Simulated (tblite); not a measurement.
# CH9FGeSi2: the cost of one run

Programs: tblite 0.8.0 and PySCF 2.14.0. All values are calculated, for the isolated system unless a continuum is named. Atoms count from 0, parts from 1.

### 1 The system as given

14 atoms, charge 0, multiplicity 1; geometry: distance geometry start.

### 2 Relaxing the cluster with GFN2-xTB

The job: settings as JSON, then the geometry in Å.

```
{"job": {"kind": "relax", "xc": "GFN2-xTB", "basis": "xTB"}, "charge": 0, "multiplicity": 1}
Si     0.423195    -0.546597    -1.021331
C     -1.067275    -1.494095    -0.517626
Si    -2.571070    -0.680350    -1.245292
Ge     0.359391     1.577407    -0.099892
F      1.798182    -1.337620    -0.497598
H      0.470439    -0.445942    -2.447134
H     -1.022178    -2.445097    -0.871469
H     -1.137968    -1.466339     0.500447
H     -2.232842    -0.116941    -2.514631
H     -3.594906    -1.643669    -1.389330
H     -2.990611     0.387610    -0.384037
H      1.667463     2.258254    -0.313535
H     -0.697286     2.377582    -0.818511
H      0.045304     1.478034     1.359841
```

With the program's defaults for keys left out, this is: GFN2-xTB geometry optimisation, gas phase.

Command:

```
$ OMP_NUM_THREADS=1 python cluster_run.py task.json out
```

The driver reads the jobs from task.json and runs them one after another.

Q: Estimate the wall time of this first job on 1 thread of Arm Neoverse V1, shared host.

About 3.5 s.
